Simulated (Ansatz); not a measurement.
## Lu3Al and its elements: a formation energy from the elements, step by step

Computed with the Ansatz DFT code, driven from Python.

Notebook, run cell by cell (the value of a cell's last expression is shown):

In [1]:
```python
from collections import Counter
import warnings

import ansatz as az
import numpy as np
```

In [2]:
```python
PHASES = {
    "Lu3Al": (
        [(4.62655, 0.0, 0.0), (0.0, 4.62655, 0.0), (0.0, 0.0, 4.62655)],
        [
            ("Lu", (0.0, 0.5, 0.5)),
            ("Lu", (0.5, 0.0, 0.5)),
            ("Lu", (0.5, 0.5, 0.0)),
            ("Al", (0.0, 0.0, 0.0)),
        ],
    ),
    "Lu": (
        [(3.5031, 0.0, 0.0), (-1.75155, 3.033774, 0.0), (0.0, 0.0, 5.5509)],
        [
            ("Lu", (1 / 3, 2 / 3, 0.25)),
            ("Lu", (2 / 3, 1 / 3, 0.75)),
        ],
    ),
    "Al": (
        [(0.0, 2.024805, 2.024805), (2.024805, 0.0, 2.024805), (2.024805, 2.024805, 0.0)],
        [
            ("Al", (0.0, 0.0, 0.0)),
        ],
    ),
}
```

In [3]:
```python
def build(vectors, sites):
    crystal = az.Crystal(lattice=az.Lattice.of(vectors))
    for symbol, position in sites:
        crystal = crystal.atom(symbol, position)
    return crystal
```

In [4]:
```python
def run_phase(name, crystal):
    calc = (
        crystal.calculation()
        .functional("pbesol")
        .basis(460)  # plane waves up to this kinetic energy
        .kpoints(spacing=0.16)
        .occupations("fermi_dirac", width=0.05)  # smearing steadies the SCF of a metal
        .stress()  # positive in compression
    )
    calc = calc.relax(force_tolerance=0.02, cell=True)
    return calc.run()
```

In [5]:
```python
def counts(outcome):
    return Counter(site.symbol for site in outcome.lattice.sites)
```

In [6]:
```python
def formation_energy(outcome, mu):
    n = counts(outcome)
    return (outcome.report["energy_sigma0_ev"] - sum(k * mu[element] for element, k in n.items())) / sum(n.values())
```

In [7]:
```python
def volume_per_atom(outcome):
    return abs(np.linalg.det(outcome.lattice.cell_ang)) / len(outcome.lattice.sites)
```

In [8]:
```python
warnings.simplefilter("ignore", az.DeckWarning)
```

In [9]:
```python
phases = {name: build(*cell) for name, cell in PHASES.items()}
```

In [10]:
```python
done = {}
for name, crystal in phases.items():
    done[name] = run_phase(name, crystal)
    print(f"{name}: {done[name].report['energy_sigma0_ev']:.4f} eV, {len(done[name].lattice.sites)} atoms")
```
```text
Lu3Al: -44359.8383 eV, 4 atoms
Lu: -29222.9704 eV, 2 atoms
Al: -524.5508 eV, 1 atoms
```

In [11]:
```python
# chemical potentials of the elements at zero temperature
references = {"Lu": "Lu", "Al": "Al"}
mu = {element: done[name].report["energy_sigma0_ev"] / len(done[name].lattice.sites) for element, name in references.items()}
```

In [12]:
```python
target = done["Lu3Al"]
heat = formation_energy(target, mu)
for element, value in mu.items():
    print(f"mu({element}) = {value:.4f} eV from {references[element]}, {volume_per_atom(done[references[element]]):.2f} A^3/atom")
print(f"formation energy of Lu3Al: {heat:.4f} eV/atom = {96.4853 * heat:.1f} kJ/mol of atoms")
```
```text
mu(Lu) = -14611.4852 eV from Lu, 27.47 A^3/atom
mu(Al) = -524.5508 eV from Al, 16.18 A^3/atom
formation energy of Lu3Al: -0.2080 eV/atom = -20.1 kJ/mol of atoms
```

The formation energy is -0.208 eV an atom (-20.1 kJ per mole of atoms), so Lu3Al lies below the reference phases.

What to keep in mind:
- Total energies depend on the potentials; only differences at equal settings carry meaning.
- The cells come from databases of deposited and of computed structures, and not all need be stable phases.
- The compound is the structure given, not necessarily its lowest; energies are at zero temperature, with no correction for gases. A semilocal functional's error on such energies is often 0.05 to 0.1 eV an atom, and 0.1 to 0.3 eV against gases such as O2 or F2.
- The whole script took 2.5 min on 1 thread of Arm Neoverse V1, on a shared host, peak memory 0.55 GiB.
